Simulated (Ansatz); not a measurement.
Task: a scan of the energy under strain of MnZn, space group P-6m2, with Ansatz 0.2.0 through its Python package. Give the script and its output. Level of theory (first run): PBEsol, PAW, cutoff 520 eV, 15×15×8 k-points, Fermi-Dirac smearing of 0.1 eV, collinear spin.

```
Mn Zn
1.0
     2.64149    0.00000    0.00000
    -1.32075    2.28760    0.00000
     0.00000    0.00000    4.40095
Mn Zn
1 1
Direct
  0.66667 0.33333 0.50000
  0.33333 0.66667 0.00000
```

Script `strain.py`:
```python
"""A uniaxial strain scan of MnZn."""

import warnings

import ansatz
import numpy as np

XC = "PBEsol"
OCCUPATIONS = "fermi_dirac"
ECUT = 520
KMESH = (15, 15, 8)

vectors0 = np.array([
    [2.641492, 0.0, 0.0],
    [-1.320746, 2.287599, 0.0],
    [0.0, 0.0, 4.400949],
])
sites = [
    ("Mn", [2 / 3, 1 / 3, 0.5], 4),
    ("Zn", [1 / 3, 2 / 3, 0.0], 0.0),
]


def make_crystal(cell):
    crystal = ansatz.Crystal(lattice=ansatz.Lattice.of(cell))
    for symbol, position, moment in sites:
        crystal = crystal.atom(symbol, position, moment=moment or None)
    return crystal

warnings.simplefilter("ignore", ansatz.DeckWarning)

# clamped ions: the fractional positions stay as typed
values = np.linspace(-0.02, 0.02, 5)
energies = []
for d in values:
    strain = np.diag([0, 0, d])
    cell = vectors0 @ (np.eye(3) + strain)
    job = (
        make_crystal(cell).calculation()
        .functional(XC)
        .occupations(OCCUPATIONS)
        .spin(ansatz.SpinTreatment.COLLINEAR)
        .basis(ECUT)
        .kpoints(*KMESH)  # the mesh must be finer for metals
    )
    rep = job.run().report
    energies.append(rep["free_energy_ev"] / len(sites))
    print(f"d = {d:+.4f}  F = {energies[-1]:.5f} eV/atom")
energies = np.array(energies)

for value, e in zip(values, energies):
    print(f"strain {value:7.3f}   E - Emin = {1000 * (e - energies.min()):9.3f} meV/atom")
np.savetxt("strain.csv", np.column_stack([values, energies]), fmt="%.6f", delimiter=",", header="strain,energy_eV_per_atom")
curvature = 2 * np.polyfit(values, energies, 3)[1]
volume = abs(np.linalg.det(vectors0)) / len(sites)
print(f"d2E/dd2 over the volume: {curvature / volume * 160.21766:.1f} GPa")
```

```console
$ python strain.py
d = -0.0200  F = -3574.63975 eV/atom
d = -0.0100  F = -3574.63516 eV/atom
d = +0.0000  F = -3574.62886 eV/atom
d = +0.0100  F = -3574.62102 eV/atom
d = +0.0200  F = -3574.61176 eV/atom
strain  -0.020   E - Emin =     0.000 meV/atom
strain  -0.010   E - Emin =     4.595 meV/atom
strain   0.000   E - Emin =    10.894 meV/atom
strain   0.010   E - Emin =    18.737 meV/atom
strain   0.020   E - Emin =    27.989 meV/atom
d2E/dd2 over the volume: 186.9 GPa
```

`strain.csv`, as written:
```csv
# strain,energy_eV_per_atom
-0.020000,-3574.639753
-0.010000,-3574.635158
0.000000,-3574.628859
0.010000,-3574.621016
0.020000,-3574.611764
```

Against the unstrained cell the energy per atom changes by -10.89 meV at one end of the scan and +17.10 meV at the other, and its second derivative over the volume is 186.9 GPa. The lowest row is an end of the scan, as the cell stands under stress.

Caveats:
- Absolute energies stand on the zero of these potentials, so only differences at equal settings mean something.
- The magnetic order follows from the starting moments and needn't be the lowest.
- The curvature belongs to this strain pattern and to the cell's stress; it equals a single elastic constant only for simple patterns.
- In a metal a curvature from energy changes of a few meV or less hangs on mesh and smearing, in size and even in sign.
- This cell is a computed structure, which may not be the phase found in nature.
- The ions keep their fractional positions (clamped ions).
- Wall time of the script: 2.7 min on 1 thread of Arm Neoverse V1, with other jobs on the host, peak memory 0.55 GiB.
